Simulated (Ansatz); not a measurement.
# Tungsten, diamond under LDA: ground state and equation of state

What does LDA give for tungsten in the diamond structure? We relax it, solve it on a dense k-mesh, switch on spin-orbit coupling, then scale the cell to 7 volumes from 88 to 112 % of the relaxed one and try a fit of the equation of state. The k-meshes are 10×10×10 for the relaxation; 16×16×16 for the dense run; 10×10×10 for spin-orbit coupling; 11×11×11 for the volumes.

This is W in the diamond structure; at room conditions it is bcc.

Method: DFT LDA (PW92), plane waves (420 eV) with PAW, scalar-relativistic; the PAW data stem from PBE, with regenerated cores, in Ansatz 0.2.0.

### 1 The structure to begin with

It takes space group Fd-3m (No. 227, cubic). Conventional cell: a = 5.552 Å, b = 5.552 Å, c = 5.552 Å, α = 90.00°, β = 90.00°, γ = 90.00°. Around W (site symmetry -43m) lie 4 W at 2.40 Å.

As a file:

```
W
1.0
     0.00000    2.77607    2.77607
     2.77607    0.00000    2.77607
     2.77607    2.77607    0.00000
W
2
Direct
  0.12500 0.12500 0.12500
  0.87500 0.87500 0.87500
```

### 2 Relaxation of the cell

Contents of input.yaml:

```yaml
crystal:
  lattice:
    - [0.0, 2.7760741367, 2.7760741367]
    - [2.7760741367, 0.0, 2.7760741367]
    - [2.7760741367, 2.7760741367, 0.0]
  atoms:
    - { symbol: W, position: [0.125, 0.125, 0.125] }
    - { symbol: W, position: [0.875, 0.875, 0.875] }
hamiltonian:
  xc: lda
  pseudopotentials:
    kind: paw
    azcp:
      W: "pseudopotentials/W.paw.azcp"
basis:
  ecutwfc: 420
  fft_grid_basis: typed
kpoints:
  mp_grid: { grid: [10, 10, 10], shift: [0, 0, 0] }
magnetization:
  spin_polarized: false
scf:
  occupations: { method: fermi_dirac, width: 0.1 }
relax:
  max_steps: 60
  f_tol: 0.01
  cell: {}
```

Run with:

```console
$ ansatz run input.yaml --threads 2 --pin off --max-ram 5120MiB --backend cpu --events-out ev --progress --plain --runs-dir out
```

Further steps of the session: Single point on a dense mesh; A two-component run at the same geometry; At 88 % of the relaxed volume; At 92 % of the relaxed volume; At 96 % of the relaxed volume; At 100 % of the relaxed volume; At 104 % of the relaxed volume; At 108 % of the relaxed volume; At 112 % of the relaxed volume.

**Question.** What will these runs give? Wanted: space group; conventional cell; volume; shortest distance; gap on the mesh; relative to bcc; V₀, B₀, B₀′.

As calculated:

```
                      quantity                         value
space group (spins left aside)               Fd-3m (No. 227)
             conventional cell                   a = 5.712 Å
                        volume                23.297 Å³/atom
             shortest distance                       2.473 Å
               gap on the mesh  none (levels filled in part)
               relative to bcc                +2786 meV/atom
                   V₀, B₀, B₀′  23.272 Å³/atom, 136 GPa, 3.8
```

What this shows: The relaxation enlarged the cell by 8.9 % in volume. It lies 2786 meV/atom above the element's reference form at the same level (bcc, from a run of its own), so it is far from stable. No gap shows: it is a metal or semimetal at this level. The total energy of the spin-orbit run lies -23.6 eV/atom from the scalar one, but the two kinds of run don't share a zero of energy: only differences within one kind count. The fitted modulus is 136 GPa. The symmetry was held, so the structure may be unstable against distortions that break it.
